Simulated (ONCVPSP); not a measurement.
**An ONCV potential for Be, from input to tests**

Do these settings give a usable potential? It is generated, then checked for transferability, scattering, ghosts and hardness.

The numbers are computed with ONCVPSP 4.0.1 (LDA (Perdew-Wang 92), scalar-relativistic, spin-unpolarised reference atom).

## (1) The design

The settings as typed:

```json
{"element": "beryllium (Be, Z = 4)", "type": "optimised norm-conserving Vanderbilt (ONCV)", "frozen core": "[He]", "valence charge": "2", "reference configuration": "2s2", "partial waves": "2s: rc 1.54 bohr, ncon 3, nbas 7, qcut 3.1 1/bohr, 2 projectors, debl 2.3 Ha; p scattering state at 0.22 Ha: rc 1.45 bohr, ncon 4, nbas 8, qcut 4.5 1/bohr, 2 projectors, debl 2.3 Ha; d scattering state at 0.24 Ha: rc 1.70 bohr, ncon 4, nbas 9, qcut 5.7 1/bohr, 1 projector", "local potential": "polynomial inside 1.05 bohr (lpopt 4, dvloc0 0 Ha)", "core correction": "not asked for"}
```

The outer shells as boxes (Hund's rule for the drawing; the calculation is spin-unpolarised):

```
[He] core
2s [↑↓]
```

## (2) Generation

Be.dat

```
# ATOM AND REFERENCE CONFIGURATION
# atsym  z   nc   nv     iexc    psfile
  Be 4.00    1    1  -001012      upf
#
#   n    l    f
    1    0    2.00
    2    0    2.00
#
# PSEUDOPOTENTIAL AND OPTIMIZATION
# lmax
    2
#
#   l,   rc,      ep,       ncon, nbas, qcut
    0    1.54    0.00    3    7    3.10
    1    1.45    0.22    4    8    4.50
    2    1.70    0.24    4    9    5.70
#
# LOCAL POTENTIAL
# lloc, lpopt,  rc(5),   dvloc0
    4    4    1.05    0.00
#
# VANDERBILT-KLEINMAN-BYLANDER PROJECTORs
# l, nproj, debl
    0    2    2.30
    1    2    2.30
    2    1    2.50
#
# MODEL CORE CHARGE
# icmod, fcfact, rcfact
    0    0.00    0.00
#
# LOG DERIVATIVE ANALYSIS
# epsh1, epsh2, depsh
   -2.00    5.00    0.02
#
# OUTPUT GRID
# rlmax, drl
    6.00    0.01
#
# TEST CONFIGURATIONS
# ncnf
    4
# nvcnf
#   n    l    f
    1
    2    0    1.00
#
    1
    2    0    1.50
#
    2
    2    0    1.00
    2    1    1.00
#
    2
    2    0    0.00
    2    1    2.00
#
```

On the command line:

```console
$ oncvpsp.x < Be.dat > Be.out
```

Q: Predict the outcome of this session. Wanted: cutoffs for 1 and 0.1 mHa per electron, occupied waves; bound ghosts; GHOST(+) flags; largest test error; largest phase difference near zero energy, channels read.

As calculated:

| quantity | value |
| --- | --- |
| cutoffs for 1 and 0.1 mHa per electron, occupied waves | 6.0 Ha and 46 Ha |
| bound ghosts | none found |
| GHOST(+) flags | none at low energy |
| largest test error (AE − PS) | +19 meV, for 2s1 (1 test unsolved) |
| largest phase difference near zero energy, channels read | 0.001 rad |

**Reading.** By total energies transferability is good where solved: the largest error is 19 meV on 9.5 eV, for 2s1. Of the tests 1 gave no usable energy difference, which is a warning in itself. By its cutoff, 6.0 Ha for the looser tolerance, it is soft on the atom at that tolerance. The tighter tolerance needs 46 Ha, and converged work needs a cutoff nearer that. That counts occupied waves only; other projectors can need more. The program's ghost test flags no bound state. Near zero energy the phases of the channels with partial waves agree within 0.001 rad. All of this concerns the isolated atom, not yet a solid.
